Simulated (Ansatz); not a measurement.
# GaF (Pm-3m) in Ansatz: reference runs

Aim: a first look at GaF with PBE, on the cell as given and on a disturbed one.

Everything below comes from runs of Ansatz 0.2.0. Logs are shortened: lines on timing, memory, paths and dates and some standing lists are left out, and cuts for length are marked.

## Step 1: The structure

It takes space group Pm-3m (No. 221, cubic). The conventional cell has a = 3.166 Å, b = 3.166 Å, c = 3.166 Å, α = 90.00°, β = 90.00°, γ = 90.00°. Ga (site symmetry m-3m) has 8 F at 2.74 Å as nearest neighbours. Around F (site symmetry m-3m) lie 8 Ga at 2.74 Å.

The cell was built by a generator and needn't be a form met in nature.

## Step 2: Single point, PBE

Contents of input.yaml:

```yaml
crystal:
  lattice:
    - [3.16592, 0.0, 0.0]
    - [0.0, 3.16592, 0.0]
    - [0.0, 0.0, 3.16592]
  atoms:
    - { symbol: Ga, position: [0.0, 0.0, 0.0] }
    - { symbol: F, position: [0.5, 0.5, 0.5] }
kpoints:
  mp_grid: { grid: [8, 8, 8] }
scf:
  occupations: { method: fermi_dirac, width: 0.05 }
hamiltonian:
  xc: pbe
  pseudopotentials: { kind: all_electron, lapw: { basis_error: 0.001 } }
output:
  forces: true
  stress: true
  eigenvalues: true
  populations: true
```

Potentials or basis: all-electron LAPW, scalar-relativistic.

The run is started by

```sh
$ ansatz run input.yaml --threads 1 --pin off --max-ram 3072MiB --backend cpu --events-out ev --progress --plain --runs-dir out
```

Output:

```text
Warning: RAYON_NUM_THREADS=1 ignored (pool sized by the plan → 1); use --threads N
Ga: projections on atomic orbitals take those of the free atom 1s2 2s2 2p6 3s2 3p6 3d10 4s2 4p1, of charge +0.00 (hamiltonian.pseudopotentials.projection_atoms)
F: projections on atomic orbitals take those of the free atom 1s2 2s2 2p5, of charge +0.00 (hamiltonian.pseudopotentials.projection_atoms)
LAPW: plane waves up to 7.502 Å⁻¹, error target 1.0e-3 eV per atom; small_component_spin mean_spin; F in spheres of 1.300 Å, 7 of its electrons in bands, Dirac shells []; Ga in spheres of 1.441 Å, 21 of its electrons in bands, Dirac shells [] (how accurate: hamiltonian.pseudopotentials.lapw.basis_error, Limitations)
Engine: ansatz 0.2.0, x86_64-unknown-linux-gnu
Pseudopotentials: kind: all_electron
Pseudopotential: Ga, LAPW, valence charge 21, lapw/all_electron/scalar/gaussian/Ga, Koelling and Harmon's equation, gaussian nucleus
Pseudopotential: F, LAPW, valence charge 7, lapw/all_electron/scalar/gaussian/F, Koelling and Harmon's equation, gaussian nucleus
Functional definition: PBE
  parameter kappa = 0.804
  parameter beta = 0.06672455060314922
  exchange = pbe_x(kappa = kappa, mu = beta*pi^2/3)
  correlation = pbe_c(beta = beta)
Crystal: 2 atoms, lattice volume = 31.732 Å³
Basis set: ecut = 214.4096248322787 eV, 251 PW (Γ), exchange–correlation at level 2
Bands: 18, of which v1, the nominal top of the filled ones, is band 14 counted from 1 (13 counted from 0)
Symmetry: 48 space group operations
Space group: Pm-3m (ITA 221), of the structure as read, at distance tolerance 3.2e-5 Å
k-points: 35 of 512
Non-local potential: Ga, projectors of the file, none
Non-local potential: F, projectors of the file, none
Initial density: superposition of atomic densities (chi_scale 0.1, normalization cell), built separately for each of the 2 bonded fragments (scf.initial_density.interfragment_charge_transfer: auto; true builds it for the cell as a whole; a typed value also counts as a typed key of the start: scf.initial_density.chi_scale says what that changes, if anything)
Initial wavefunctions: plane waves of lowest kinetic energy (no species holds an atomic orbital)
Functional: x = pbe(κ = 0.804, μ = 0.2195149727645171), c = pbe(β = 0.06672455060314922)
iter 1 solved again at ethr=3.14e-3 eV; its pass at ethr=1.00e-1 eV (dr2=8.79e-1 eV) is discarded
SCF iter   1: F=—  HF=-55619.621922 eV  |F-HF|=—  |Δ(HF+E_count)|=         —  Δρ=4.02e-2  dr2=8.79e-1  ethr=3.14e-3  ⟨swp⟩=2.0  Hψ=4067  notcnv=0
preconditioner: auto → none  [insulator: Δε(μ)=0.542 eV  Ē_g=18.121 eV  σ=0.050 eV  W_gap=0.67  n_scr=6 (ndim 8)  ℏωp=29.5 eV  f_vac=0.000  D(μ)=0.05/eV (n_scr^D=0)  ε∞_Penn≈3.6]
SCF iter   2: F=—  HF=-55619.067116 eV  |F-HF|=—  |Δ(HF+E_count)|=   5.55e-1  Δρ=1.37e-2  dr2=9.06e-2  ethr=3.14e-3  ⟨swp⟩=3.0  Hψ=2143  notcnv=0
SCF iter   3: F=—  HF=-55618.572286 eV  |F-HF|=—  |Δ(HF+E_count)|=   4.95e-1  Δρ=1.05e-2  dr2=6.00e-2  ethr=3.23e-4  ⟨swp⟩=2.9  Hψ=2094  notcnv=0
SCF iter   4: F=—  HF=-55618.561367 eV  |F-HF|=—  |Δ(HF+E_count)|=   1.09e-2  Δρ=4.99e-3  dr2=1.39e-2  ethr=2.14e-4  ⟨swp⟩=2.3  Hψ=2007  notcnv=0
SCF iter   5: F=—  HF=-55618.547820 eV  |F-HF|=—  |Δ(HF+E_count)|=   1.35e-2  Δρ=2.10e-3  dr2=2.45e-3  ethr=4.97e-5  ⟨swp⟩=2.0  Hψ=1857  notcnv=0
iter 6 solved again at ethr=3.36e-9 eV; its pass at ethr=8.77e-6 eV (dr2=9.41e-7 eV) is discarded
SCF iter   6: F=—  HF=-55618.544870 eV  |F-HF|=—  |Δ(HF+E_count)|=   2.95e-3  Δρ=6.69e-5  dr2=9.32e-7  ethr=3.36e-9  ⟨swp⟩=3.1  Hψ=3267  notcnv=0
SCF iter   7: F=—  HF=-55618.544884 eV  |F-HF|=—  |Δ(HF+E_count)|=   1.43e-5  Δρ=1.72e-5  dr2=1.11e-7  ethr=3.33e-9  ⟨swp⟩=3.0  Hψ=1995  notcnv=0
SCF iter   8: F=-55618.544885 eV  HF=-55618.544885 eV  |F-HF|=9.97e-10  |Δ(HF+E_count)|=   2.99e-8  Δρ=2.17e-6  dr2=1.26e-9  ethr=3.98e-10  ⟨swp⟩=3.0  Hψ=1997  notcnv=0
SCF 1 converged in 8 iterations: F = -55618.544885 eV  dr2 = 1.26e-9
SCF converged after 8 iterations
Free energy (F): -55618.544885 eV
Harris-Foulkes:  -55618.544885 eV  (|F-HF|=9.97e-10)
Internal energy: -55618.544784 eV  (E = F + TS)
E sigma→0 (E₀):  -55618.544835 eV
Entropy (-TS):   -0.000100 eV (-0.050 meV/atom)
Fermi energy:    7.235624 eV
--- Per-component energies (eV) ---
  E_band       = -867.170422
  E_kinetic    = 56656.963078
  E_xc         = -2340.620205
  E_electrostatic = -109934.887657  (all electrons and nuclei)
  E_smearing   = -0.000100  (= −TS)
  E_closure    = 0.000000  (closes the sum)
  E_atoms      = -55611.126607  (free atoms, spherical and without spin; not in F)
  Σ components = -55618.544885   (vs F -55618.544885, Δ=0.00e0)
  Basis errors (estimates in eV, not in F): energy 2.3e-4 per atom: plane waves 2.3e-4 (1.2e-4 summed), levels above the bands 6.4e-86, relativity 6.7e-9, radial functions 5.5e-6, core shells 1.5e-10; eigenvalues (radial functions only) 8.3e-5; not estimated: angular momenta, meshes, grids; target (lapw.basis_error) 1.0e-3; muffin-tin radii F 1.300 Å, Ga 1.441 Å
--- Forces (eV/Å), atoms counted from 1 ---
  atom   1  Ga    -0.00000000    -0.00000000     0.00000000
  atom   2  F      0.00000000    -0.00000000    -0.00000000
  max |Σ_I F_I| component: 7.08e-31 eV/Å
--- Stress (GPa, compression-positive) ---
        0.044014       0.000000       0.000000
        0.000000       0.044014       0.000000
        0.000000       0.000000       0.044014
  P = ⅓ Tr σ = 0.0440 GPa (0.440 kbar)
--- Band table (eV; the first three rows and the last of 35) ---
  k-point 0: bands = ["-136.0495", "-86.7855", "-86.7855", "-86.7855", "-15.1511", "-7.2446", "-7.2446", "-7.0776", "-7.0776", "-7.0776", "1.0182", "3.6424", "3.6424", "3.6424", "15.4189", "15.4189", "15.4189", "16.8457"]
  k-point 1: bands = ["-136.0495", "-86.7856", "-86.7855", "-86.7855", "-15.1300", "-7.2432", "-7.2272", "-7.0846", "-7.0846", "-7.0770", "0.8977", "3.6812", "3.6812", "3.8423", "13.3659", "15.4419", "15.4419", "17.0560"]
  k-point 2: bands = ["-136.0495", "-86.7859", "-86.7855", "-86.7855", "-15.0783", "-7.2398", "-7.1857", "-7.1015", "-7.1015", "-7.0756", "0.6240", "3.7763", "3.7763", "4.4273", "10.9118", "15.4942", "15.4942", "17.6824"]
  k-point 34: bands = ["-136.0494", "-86.7861", "-86.7861", "-86.7861", "-14.7973", "-7.1864", "-7.1864", "-7.1864", "-7.0370", "-7.0370", "3.0815", "3.0815", "3.0815", "7.0968", "9.4391", "9.4391", "9.4391", "19.0068"]
--- Löwdin populations: 2 sites ---
  site symbol       q [e]
     0     Ga     30.5049
     1      F      9.4583
  spilling = 0.000919 (of n_electrons = 40.000000)
```

Wall time 8.8 s (1 thread of AMD EPYC (Zen 3), shared host); peak memory 0.28 GiB.

Results:

| Quantity | Value |
| --- | --- |
| Free energy | -55618.5449 eV |
| Pressure | 0.0 GPa |
| Band gap on the k mesh | 0.33 eV, indirect (least direct gap 1.13 eV) |
| Loewdin charges | Ga +0.50; F -0.46 e |

## Step 3: Single point, PBE (atoms moved at random, drawn with an rms of 0.05 Å)

Changes to input.yaml since step 2:

```diff
@@ -6,4 +6,4 @@
   atoms:
-    - { symbol: Ga, position: [0.0, 0.0, 0.0] }
-    - { symbol: F, position: [0.5, 0.5, 0.5] }
+    - { symbol: Ga, position: [-0.001268, 0.005753, 0.000772] }
+    - { symbol: F, position: [0.482838, 0.486411, 0.494593] }
 kpoints:
```

Potentials or basis: all-electron LAPW, scalar-relativistic.

The run is started by

```sh
$ ansatz run input.yaml --threads 1 --pin off --max-ram 3072MiB --backend cpu --events-out ev --progress --plain --runs-dir out
```

Output:

```text
Warning: RAYON_NUM_THREADS=1 ignored (pool sized by the plan → 1); use --threads N
Ga: projections on atomic orbitals take those of the free atom 1s2 2s2 2p6 3s2 3p6 3d10 4s2 4p1, of charge +0.00 (hamiltonian.pseudopotentials.projection_atoms)
F: projections on atomic orbitals take those of the free atom 1s2 2s2 2p5, of charge +0.00 (hamiltonian.pseudopotentials.projection_atoms)
LAPW: plane waves up to 7.706 Å⁻¹, error target 1.0e-3 eV per atom; small_component_spin mean_spin; F in spheres of 1.255 Å, 7 of its electrons in bands, Dirac shells []; Ga in spheres of 1.411 Å, 21 of its electrons in bands, Dirac shells [] (how accurate: hamiltonian.pseudopotentials.lapw.basis_error, Limitations)
[... 9 set-up lines as earlier in the session ...]
Crystal: 2 atoms, lattice volume = 31.732 Å³
Basis set: ecut = 226.264773734107 eV, 251 PW (Γ), exchange–correlation at level 2
Bands: 18, of which v1, the nominal top of the filled ones, is band 14 counted from 1 (13 counted from 0)
Symmetry: 1 space group operations
Space group: P1 (ITA 1), of the structure as read, at distance tolerance 3.2e-5 Å
k-points: 260 of 512 (time reversal used)
[... 2 set-up lines as earlier in the session ...]
Initial density: superposition of atomic densities (chi_scale 0.1, normalization cell, long waves kept (reshape's long-wave potential 0.03 eV rms))
[... 2 set-up lines as earlier in the session ...]
iter 1 solved again at ethr=3.50e-3 eV; its pass at ethr=1.00e-1 eV (dr2=9.81e-1 eV) is discarded
SCF iter   1: F=—  HF=-55619.621244 eV  |F-HF|=—  |Δ(HF+E_count)|=         —  Δρ=4.25e-2  dr2=9.81e-1  ethr=3.50e-3  ⟨swp⟩=2.0  Hψ=30151  notcnv=0
preconditioner: auto → none  [insulator: Δε(μ)=0.539 eV  Ē_g=18.125 eV  σ=0.050 eV  W_gap=0.66  n_scr=6 (ndim 8)  ℏωp=29.5 eV  f_vac=0.000  D(μ)=0.05/eV (n_scr^D=0)  ε∞_Penn≈3.6]
SCF iter   2: F=—  HF=-55619.068283 eV  |F-HF|=—  |Δ(HF+E_count)|=   5.53e-1  Δρ=1.53e-2  dr2=1.10e-1  ethr=3.50e-3  ⟨swp⟩=3.0  Hψ=16017  notcnv=0
SCF iter   3: F=—  HF=-55618.575261 eV  |F-HF|=—  |Δ(HF+E_count)|=   4.93e-1  Δρ=1.09e-2  dr2=6.50e-2  ethr=3.93e-4  ⟨swp⟩=3.0  Hψ=15568  notcnv=0  defer=1
SCF iter   4: F=—  HF=-55618.564245 eV  |F-HF|=—  |Δ(HF+E_count)|=   1.10e-2  Δρ=5.23e-3  dr2=1.53e-2  ethr=2.32e-4  ⟨swp⟩=2.2  Hψ=14820  notcnv=0
SCF iter   5: F=—  HF=-55618.551062 eV  |F-HF|=—  |Δ(HF+E_count)|=   1.32e-2  Δρ=2.23e-3  dr2=2.74e-3  ethr=5.45e-5  ⟨swp⟩=2.0  Hψ=13781  notcnv=0  defer=1
iter 6 solved again at ethr=3.86e-9 eV; its pass at ethr=9.79e-6 eV (dr2=1.08e-6 eV) is discarded
SCF iter   6: F=—  HF=-55618.548141 eV  |F-HF|=—  |Δ(HF+E_count)|=   2.92e-3  Δρ=6.81e-5  dr2=1.07e-6  ethr=3.86e-9  ⟨swp⟩=3.0  Hψ=24247  notcnv=0
SCF iter   7: F=—  HF=-55618.548148 eV  |F-HF|=—  |Δ(HF+E_count)|=   6.26e-6  Δρ=1.98e-5  dr2=1.22e-7  ethr=3.83e-9  ⟨swp⟩=3.0  Hψ=14762  notcnv=0
SCF iter   8: F=—  HF=-55618.548148 eV  |F-HF|=—  |Δ(HF+E_count)|=   2.23e-7  Δρ=6.72e-6  dr2=2.66e-8  ethr=4.34e-10  ⟨swp⟩=3.0  Hψ=14730  notcnv=0
SCF iter   9: F=-55618.548148 eV  HF=-55618.548148 eV  |F-HF|=3.93e-10  |Δ(HF+E_count)|=   2.11e-8  Δρ=7.38e-7  dr2=1.88e-10  ethr=9.48e-11  ⟨swp⟩=2.8  Hψ=14019  notcnv=0
SCF 1 converged in 9 iterations: F = -55618.548148 eV  dr2 = 1.88e-10
SCF converged after 9 iterations
Free energy (F): -55618.548148 eV
Harris-Foulkes:  -55618.548148 eV  (|F-HF|=3.93e-10)
Internal energy: -55618.548054 eV  (E = F + TS)
E sigma→0 (E₀):  -55618.548101 eV
Entropy (-TS):   -0.000094 eV (-0.047 meV/atom)
Fermi energy:    7.241352 eV
--- Per-component energies (eV) ---
  E_band       = -867.159715
  E_kinetic    = 56656.988984
  E_xc         = -2340.629746
  E_electrostatic = -109934.907293  (all electrons and nuclei)
  E_smearing   = -0.000094  (= −TS)
  E_closure    = 0.000000  (closes the sum)
  E_atoms      = -55611.126607  (free atoms, spherical and without spin; not in F)
  Σ components = -55618.548148   (vs F -55618.548148, Δ=0.00e0)
  Basis errors (estimates in eV, not in F): energy 2.8e-4 per atom: plane waves 2.6e-4 (1.4e-4 summed), levels above the bands 2.0e-86, relativity 7.1e-9, radial functions 1.6e-5, core shells 5.4e-10; eigenvalues (radial functions only) 6.1e-5; not estimated: angular momenta, meshes, grids; target (lapw.basis_error) 1.0e-3; muffin-tin radii F 1.255 Å, Ga 1.411 Å
--- Forces (eV/Å), atoms counted from 1 ---
  atom   1  Ga     0.05093988     0.06171683     0.01996253
  atom   2  F     -0.05093978    -0.06171671    -0.01996257
  max |Σ_I F_I| component: 1.18e-7 eV/Å
--- Stress (GPa, compression-positive) ---
        0.091032      -0.037378      -0.011982
       -0.037378       0.101231      -0.014563
       -0.011982      -0.014563       0.072697
  P = ⅓ Tr σ = 0.0883 GPa (0.883 kbar)
--- Band table (eV; the first three rows and the last of 260) ---
  k-point 0: bands = ["-136.0448", "-86.7812", "-86.7809", "-86.7802", "-15.1625", "-7.2401", "-7.2400", "-7.0733", "-7.0731", "-7.0726", "1.0218", "3.6297", "3.6333", "3.6372", "15.3632", "15.4061", "15.4329", "16.8711"]
  k-point 1: bands = ["-136.0447", "-86.7812", "-86.7809", "-86.7802", "-15.1413", "-7.2386", "-7.2226", "-7.0803", "-7.0797", "-7.0725", "0.8989", "3.6658", "3.6753", "3.8383", "13.3711", "15.3985", "15.4532", "17.1071"]
  k-point 2: bands = ["-136.0447", "-86.7812", "-86.7812", "-86.7802", "-15.0895", "-7.2352", "-7.1811", "-7.0972", "-7.0965", "-7.0711", "0.6207", "3.7610", "3.7694", "4.4270", "10.9200", "15.4743", "15.5072", "17.7099"]
  k-point 259: bands = ["-136.0447", "-86.7818", "-86.7815", "-86.7808", "-14.8087", "-7.1822", "-7.1821", "-7.1808", "-7.0323", "-7.0323", "3.0609", "3.0659", "3.0741", "7.0980", "9.4411", "9.4560", "9.4660", "18.9944"]
--- Löwdin populations: 2 sites ---
  site symbol       q [e]
     0     Ga     30.5055
     1      F      9.4577
  spilling = 0.000918 (of n_electrons = 40.000000)
```

populations.tsv:

```text
# site	symbol	l	j	q
# orbitals = lowdin
# n_electrons = 40.000000
# spilling = 0.000918
# projection_atom_Ga: 1s2 2s2 2p6 3s2 3p6 3d10 4s2 4p1
# projection_atom_F: 1s2 2s2 2p5
0	Ga	0_1S	-	1.999994
0	Ga	0_2S	-	1.999681
0	Ga	0_3S	-	1.992621
0	Ga	0_4S	-	1.648504
0	Ga	1_2P	-	5.999995
0	Ga	1_3P	-	5.998172
0	Ga	1_4P	-	0.870043
0	Ga	2_3D	-	9.996531
1	F	0_1S	-	1.999439
1	F	0_2S	-	1.919566
1	F	1_2P	-	5.538745
```

It took 93 s on 1 thread of AMD EPYC (Zen 3), shared host; peak memory 0.5 GiB.

What came out:

```
Free energy            : -55618.5481 eV
Pressure               : 0.1 GPa
Largest force          : 0.082 eV/Å
Band gap on the k mesh : 0.34 eV, indirect (least direct gap 1.14 eV)
Loewdin charges        : Ga +0.49; F -0.46 e
```

Forces in eV/Å, atoms in the order of the input:
```
Ga   0.051  0.062  0.020
F   -0.051 -0.062 -0.020
```

Levels at points of the mesh, in eV from the valence-band top:
| k point | band 11 | band 12 | band 13 | band 14 | band 15 | band 16 | band 17 | band 18 |
| --- | --- | --- | --- | --- | --- | --- | --- | --- |
| (0.00, 0.00, 0.00) | -6.08 | -3.47 | -3.46 | -3.46 | 8.27 | 8.31 | 8.33 | 9.77 |
| (0.00, 0.00, -0.50) | -6.84 | -3.20 | -3.19 | -0.79 | 0.35 | 8.47 | 8.48 | 12.48 |
| (0.00, -0.50, 0.00) | -6.83 | -3.20 | -3.20 | -0.80 | 0.34 | 8.47 | 8.48 | 12.48 |
| (0.00, -0.50, -0.50) | -4.90 | -4.88 | -3.10 | -2.62 | 3.43 | 3.44 | 9.13 | 10.34 |
| (-0.50, 0.00, 0.00) | -6.83 | -3.20 | -3.19 | -0.80 | 0.34 | 8.47 | 8.48 | 12.48 |
| (-0.50, 0.00, -0.50) | -4.89 | -4.88 | -3.10 | -2.63 | 3.44 | 3.44 | 9.14 | 10.34 |
| (-0.50, -0.50, 0.00) | -4.90 | -4.88 | -3.10 | -2.61 | 3.43 | 3.44 | 9.12 | 10.34 |
| (-0.50, -0.50, -0.50) | -4.04 | -4.03 | -4.02 | 0.00 | 2.34 | 2.36 | 2.37 | 11.90 |
